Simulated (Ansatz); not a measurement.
# C2H9AlSSi: the cost of one run

The runs use Ansatz 0.2.0, Gaussian basis; functionals in def2-TZVPP, the program's frozen cores in correlated methods.

The runs, in order: PBE-D4, r2SCAN-D4, PBE0-D4, B3LYP-D4, ωB97X-V, ωB97M-V, B2PLYP; CCSD(T)/def2-TZVPP; MP2/def2-QZVPP; extrapolation to the limit.

### 1 The relaxed structure

The geometry comes from an earlier relaxation with PBE0-D4 in a triple-zeta def2 set; it is a stationary point, not always the lowest conformer.

SMILES `C[SiH2][CH2][AlH][SH]`, 14 atoms, charge 0, spin multiplicity 1.

Atoms are counted from 1 here; the program's logs count them from 0.

Bond lengths: C1–Si2 1.873 Å, C1–H6 1.094 Å, C1–H7 1.093 Å, C1–H8 1.092 Å, Si2–C3 1.867 Å, Si2–H9 1.493 Å, Si2–H10 1.491 Å, C3–Al4 1.945 Å, C3–H11 1.098 Å, C3–H12 1.096 Å, Al4–S5 2.186 Å, Al4–H13 1.582 Å, S5–H14 1.345 Å. Angles: Si2–C1–H6 111.1°, Si2–C1–H7 111.0°, Si2–C1–H8 111.0°, H6–C1–H7 108.2°, H6–C1–H8 107.5°, H7–C1–H8 107.8°, C1–Si2–C3 111.4°, C1–Si2–H9 109.1°, C1–Si2–H10 109.3°, C3–Si2–H9 108.7°, C3–Si2–H10 111.3°, H9–Si2–H10 107.0°, Si2–C3–Al4 114.1°, Si2–C3–H11 108.1°, Si2–C3–H12 109.9°, Al4–C3–H11 108.5°, Al4–C3–H12 109.1°, H11–C3–H12 107.0° and more.

Geometry (Å):

```
C    -1.76070    0.76131    0.14272
Si    0.04337    1.15510    0.45429
C     1.00991   -0.38254    0.88872
Al    0.80909   -1.83365   -0.39015
S     1.02468   -1.42179   -2.52619
H    -1.87658    0.09757   -0.71944
H    -2.21216    0.27510    1.01170
H    -2.32946    1.67082   -0.06392
H     0.63183    1.75764   -0.77860
H     0.14440    2.18041    1.53277
H     2.07224   -0.11228    0.94375
H     0.71792   -0.73844    1.88300
H     0.46255   -3.32960   -0.01087
H     1.25001   -0.10885   -2.33918
```

### 2 PBE-D4 (GGA)

in.yaml

```yaml
crystal:
  periodic: [false, false, false]
  atoms:
    - {symbol: C, position_ang: [-1.760705, 0.761310, 0.142716]}
    - {symbol: Si, position_ang: [0.043365, 1.155101, 0.454294]}
    - {symbol: C, position_ang: [1.009912, -0.382542, 0.888722]}
    - {symbol: Al, position_ang: [0.809092, -1.833651, -0.390151]}
    - {symbol: S, position_ang: [1.024683, -1.421787, -2.526187]}
    - {symbol: H, position_ang: [-1.876575, 0.097567, -0.719439]}
    - {symbol: H, position_ang: [-2.212156, 0.275099, 1.011703]}
    - {symbol: H, position_ang: [-2.329465, 1.670819, -0.063918]}
    - {symbol: H, position_ang: [0.631830, 1.757645, -0.778605]}
    - {symbol: H, position_ang: [0.144400, 2.180406, 1.532770]}
    - {symbol: H, position_ang: [2.072240, -0.112277, 0.943749]}
    - {symbol: H, position_ang: [0.717921, -0.738436, 1.883002]}
    - {symbol: H, position_ang: [0.462548, -3.329600, -0.010874]}
    - {symbol: H, position_ang: [1.250012, -0.108855, -2.339183]}
basis:
  gaussian: {orbitals: def2-TZVPP}
hamiltonian: {xc: pbe, dispersion: d4}
output: {forces: true, orbitals: {seedname: orbitals}}
```

On the command line:

```sh
$ ansatz run in.yaml --threads 4 --pin off --events-out ev --progress --plain --max-ram 10444MiB
```

**Question.** How long does this run take on 4 threads of Arm Neoverse V1, shared host, and how much memory does it need?

About 4 s, with a peak of 0.53 GiB.
